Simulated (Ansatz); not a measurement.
# Ga4As3N: the cost of one run

Code: Ansatz 0.2.0. PAW datasets, plane waves, zero pressure. These are computed values for a spin-unpolarised cell that may be hypothetical; none is a measurement.

### Step 1. Starting point

This is the cell as the run starts from it, not yet at rest; its lengths are not the crystal's.

Space group Cm (No. 8), monoclinic; a = 12.118 Å, b = 3.654 Å, c = 6.328 Å, β = 100.0° in the conventional setting, 17.24 Å³ an atom. N has 4 Ga at 2.24 Å; As has 4 Ga at 2.24 Å; Ga has 2 N at 2.24 Å and 2 As at 2.24 Å.

The structure in full:

```cif
data_structure
_symmetry_space_group_name_H-M 'Cm'
_symmetry_Int_Tables_number 8
_cell_length_a 12.1175
_cell_length_b 3.6536
_cell_length_c 6.3282
_cell_angle_alpha 90.000
_cell_angle_beta 100.025
_cell_angle_gamma 90.000
_cell_volume 275.89
loop_
_atom_site_label
_atom_site_type_symbol
_atom_site_symmetry_multiplicity
_atom_site_Wyckoff_symbol
_atom_site_fract_x
_atom_site_fract_y
_atom_site_fract_z
_atom_site_occupancy
N1 N 2 a 0.00000 0.00000 0.00000 1
As1 As 2 a 0.00000 0.50000 0.50000 1
As2 As 2 a 0.25000 0.50000 0.25000 1
As3 As 2 a 0.25000 0.00000 0.75000 1
Ga1 Ga 2 a 0.43750 0.00000 0.81250 1
Ga2 Ga 2 a 0.43750 0.50000 0.31250 1
Ga3 Ga 2 a 0.18750 0.00000 0.06250 1
Ga4 Ga 2 a 0.18750 0.50000 0.56250 1
```

### Step 2. PBE: cell and atoms

input.yaml reads:

```yaml
crystal:
  lattice:
    - [6.0587724415, -1.8267886253, 0.0]
    - [6.0587724415, 1.8267886253, 0.0]
    - [-1.1015949894, 0.0, 6.2315622968]
  atoms:
    - { symbol: "N", position: [0.0, 0.0, 0.0] }
    - { symbol: As, position: [0.5, 0.5, 0.5] }
    - { symbol: As, position: [0.75, 0.75, 0.25] }
    - { symbol: As, position: [0.25, 0.25, 0.75] }
    - { symbol: Ga, position: [0.4375, 0.4375, 0.8125] }
    - { symbol: Ga, position: [0.9375, 0.9375, 0.3125] }
    - { symbol: Ga, position: [0.1875, 0.1875, 0.0625] }
    - { symbol: Ga, position: [0.6875, 0.6875, 0.5625] }
kpoints:
  mp_grid: { grid: [6, 6, 4] }
hamiltonian:
  xc: pbe
scf:
  occupations: { method: fermi_dirac, width: 0.02 }
relax:
  f_tol: 0.005
  cell: {}
```

Run with:

```
$ ansatz run input.yaml --threads 4 --pin off --max-ram 6451MiB --backend cpu --events-out ev --progress --plain --runs-dir out
```

What time and memory should one allow on 4 threads of Arm Neoverse V1, shared host?

About 1.9 min, with a peak of 0.76 GiB.
